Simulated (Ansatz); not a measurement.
**C2H6B2: how energies converge with the basis set**

The task here is to estimate one member of a computed series from the others.

Computed with Ansatz 0.2.0, Gaussian basis. Level: one geometry, several basis sets.

Levels to be run: PBE0-D4/def2-SVP; ωB97M-V/def2-SVP; PBE0-D4/def2-QZVPP; ωB97M-V/def2-QZVPP; the functionals' def2-TZVPP values are taken from earlier runs.

**The relaxed structure**

An earlier PBE0-D4 in a triple-zeta def2 set relaxation fixed the geometry.

SMILES `BBC=C`, 10 atoms, charge 0, spin multiplicity 1.

Atoms are counted from 1 here; the program's logs count them from 0.

Bond lengths: B1–B2 1.642 Å, B1–H5 1.201 Å, B1–H6 1.201 Å, B2–C3 1.544 Å, B2–H7 1.209 Å, C3–C4 1.338 Å, C3–H8 1.089 Å, C4–H9 1.086 Å, C4–H10 1.087 Å. Angles: B2–B1–H5 122.3°, B2–B1–H6 122.3°, H5–B1–H6 115.4°, B1–B2–C3 129.1°, B1–B2–H7 115.5°, C3–B2–H7 115.5°, B2–C3–C4 121.1°, B2–C3–H8 121.6°, C4–C3–H8 117.3°, C3–C4–H9 120.7°, C3–C4–H10 122.7°, H9–C4–H10 116.5°.

Set-up of the first run:

File in.yaml:

```yaml
crystal:
  periodic: [false, false, false]
  atoms:
    - {symbol: B, position_ang: [-1.683277, 0.645536, -1.055312]}
    - {symbol: B, position_ang: [-0.163458, 0.357484, -0.505694]}
    - {symbol: C, position_ang: [0.290459, -0.498528, 0.696401]}
    - {symbol: C, position_ang: [1.586587, -0.626148, 1.002933]}
    - {symbol: H, position_ang: [-2.201186, -0.038172, -1.896581]}
    - {symbol: H, position_ang: [-2.329596, 1.589987, -0.689748]}
    - {symbol: H, position_ang: [0.724798, 0.890055, -1.130164]}
    - {symbol: H, position_ang: [-0.426054, -1.021683, 1.327576]}
    - {symbol: H, position_ang: [2.348610, -0.127913, 0.410757]}
    - {symbol: H, position_ang: [1.936121, -1.221818, 1.842732]}
basis:
  gaussian: {orbitals: def2-SVP}
hamiltonian: {xc: pbe0, dispersion: d4}
output: {orbitals: {seedname: orbitals}}
```

Launch:

```bash
> ansatz run in.yaml --threads 2 --pin off --events-out ev --progress --plain --max-ram 4352MiB
```

Steps of the session up to this table: PBE0-D4 in def2-SVP; ωB97M-V in def2-SVP; PBE0-D4 in def2-QZVPP; ωB97M-V in def2-QZVPP.

One of the session's tables, all rows but one given; the rest of the session is left out.

It belongs to the step «Functionals by basis». 

```
functional       basis  HOMO (eV)  LUMO (eV)
   PBE0-D4    def2-SVP          ?          ?
   PBE0-D4  def2-TZVPP      -8.13      -1.91
   PBE0-D4  def2-QZVPP      -8.14      -1.93
   ωB97M-V    def2-SVP     -10.36       0.27
   ωB97M-V  def2-TZVPP     -10.44       0.13
   ωB97M-V  def2-QZVPP     -10.44       0.09
```

Q: Estimate the row for PBE0-D4, def2-SVP from the others.

As computed: HOMO (eV): -8.08; LUMO (eV): -1.83. In the column «HOMO (eV)» it is the highest.
